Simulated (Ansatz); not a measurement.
Predict the output of the script below (the Python package of Ansatz (0.2.0)).

`xc.py`:
```python
"""One structure of TcB under several functionals."""

import warnings

import ansatz as az
from pymatgen.core import Lattice, Structure
from pymatgen.io.ase import AseAtomsAdaptor
from tabulate import tabulate

warnings.simplefilter("ignore", az.DeckWarning)

pmg_structure = Structure(
    Lattice([[2.880389, 0.0, 0.0], [-1.440194, 2.49449, 0.0], [0.0, 0.0, 2.945552]]),
    ["Tc", "B"],
    [
        [0.0, 0.0, 0.0],
        [1 / 3, 2 / 3, 0.5],
    ],
)
system = az.Crystal.from_ase(AseAtomsAdaptor.get_atoms(pmg_structure))

base = system.calculation()
base = base.kpoints(7, 7, 6).basis(450)
base = base.occupations("fermi_dirac")

rows = []
for value in ["lda", "blyp", "pbesol"]:
    rep = base.functional(value).run(threads=1, backend="cpu").report
    rows.append((value, rep["free_energy_ev"] / len(rep["lattice"]["sites"]), rep["n_iterations"], rep["n_kpoints"]))

print(tabulate(rows, headers=["functional", "F/atom (eV)", "iterations", "k-points"], floatfmt=".4f", tablefmt="grid"))
```

Output of `python xc.py`:
```text
+--------------+---------------+--------------+------------+
| functional   |   F/atom (eV) |   iterations |   k-points |
+==============+===============+==============+============+
| lda          |    -2715.8172 |            7 |         32 |
+--------------+---------------+--------------+------------+
| blyp         |    -2784.0762 |            7 |         32 |
+--------------+---------------+--------------+------------+
| pbesol       |    -2745.4926 |            7 |         32 |
+--------------+---------------+--------------+------------+
```

Reading the output:
- The cutoff lies under the one recommended for these potentials.
- BLYP can be off by several per cent in the lattices of metals, and by several GPa in the pressure at a fixed cell.
- The mesh is modest for a metal, so energies can be off by several to tens of meV an atom and pressures by half a GPa or more; differences at equal mesh fare better.
- The structure comes from a database of computed cells and needn't be a stable or known phase.
- Total energies of different functionals can't be compared; pressures, moments and gaps at this one structure can.
- The script silences the warnings on its input, which a real study should read.
- Run time: 3 s on 1 thread of Intel(R) Xeon(R) Platinum 8488C (Sapphire Rapids), on a shared host, peak memory 0.41 GiB.

(Lines on the test bed's own set-up are left out of the output.)
